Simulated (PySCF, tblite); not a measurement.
# C₄H₈GeN₂: geometry, infrared bands and NMR shifts

What infrared bands and NMR shifts should C₄H₈GeN₂ (`Cc1ccn[n]1[GeH3]`) show?

The runs use tblite 0.8.0 and PySCF 2.14.0, with density-fitted response routines of our own; the level of theory stands in each step. All values are computed, except where a source is named. Atoms are numbered from 0 throughout.

### 1 The starting structure

15 atoms, charge 0, multiplicity 1; geometry from: force field or distance geometry start.

Bonds of the start (Å): C0–C1 1.47, C1–C2 1.40, C2–C3 1.37, C3–N4 1.36, N4–N5 1.34, N5–Ge6 1.87, N5–C1 1.37, C0–H7 1.10, C0–H8 1.10, C0–H9 1.11, C2–H10 1.09, C3–H11 1.09, Ge6–H12 1.57, Ge6–H13 1.56, Ge6–H14 1.56.

### 2 Relaxing the molecule with GFN2-xTB

Job settings and geometry (Å):

```
{"job": {"kind": "relax", "xc": "GFN2-xTB", "basis": "xTB"}, "charge": 0, "multiplicity": 1}
C     -0.417400     1.715500     0.289300
C      0.416100     0.523800     0.064900
C      1.818900     0.496200     0.033600
C      2.144700    -0.818400    -0.198700
N      1.013800    -1.561800    -0.265800
N     -0.039900    -0.751400    -0.116200
Ge    -1.818700    -1.310700    -0.153800
H     -0.441600     1.994100     1.352900
H      0.067100     2.540000    -0.247900
H     -1.431500     1.477600    -0.106300
H      2.487900     1.353100     0.144200
H      3.155500    -1.216400    -0.280100
H     -2.548100    -0.939300     1.190200
H     -1.861700    -2.851400    -0.372300
H     -2.549600    -0.642700    -1.355800
```

The run is started by

```
OMP_NUM_THREADS=1 python probes_run.py task.json out
```

This one command runs all jobs of the session in turn.

**Question.** This job is followed by: GFN2-xTB harmonic vibrations, gas phase; GIAO PBE0/pcSseg-1 NMR shielding, non-relativistic, gas phase. What will the session give for the following? strongest single infrared mode (GFN2-xTB); zero-point energy (GFN2-xTB); 13C shifts against TMS (PBE0/pcSseg-1); 1H shifts against TMS (PBE0/pcSseg-1, means over atoms taken as alike); 15N shifts against NH3 (PBE0/pcSseg-1); 73Ge shifts against GeMe4 (PBE0/pcSseg-1); surface potential, 1st and 99th percentile.

The runs gave:

| quantity | value |
| --- | --- |
| strongest single infrared mode (GFN2-xTB) | 2036 cm⁻¹, 460 km/mol |
| zero-point energy (GFN2-xTB) | 67.7 kcal/mol |
| 13C shifts against TMS (PBE0/pcSseg-1) | 147.5, 147.1, 110.8, 15.1 ppm |
| 1H shifts against TMS (PBE0/pcSseg-1, means over atoms taken as alike) | 7.66, 6.23, 5.14, 2.56 ppm |
| 15N shifts against NH3 (PBE0/pcSseg-1) | 360.0, 227.0 ppm |
| 73Ge shifts against GeMe4 (PBE0/pcSseg-1) | -147 ppm |
| surface potential, 1st and 99th percentile | -1.77 V and 1.46 V |

Over 43 steps the energy fell by 0.386 eV; of the close pairs, Ge6–H13 changed most, 1.557 to 1.479 Å. No mode is imaginary among the 39: a minimum at this level. The strongest single mode, at 2036 cm⁻¹, moves mainly H12 and H14. GFN2-xTB is a fitted tight-binding method: band positions and strengths are rough. Its intensities can rank the bands wrongly. At PBE0/pcSseg-1: The widest tensor belongs to N4: span 451 ppm, with a paramagnetic part of -415 ppm. NICS(1)zz of -30 ppm above the planar ring from C1 marks a diatropic (aromatic) ring current. Spin-orbit coupling is left out, which matters for shieldings and couplings at and beside the heavy atoms.
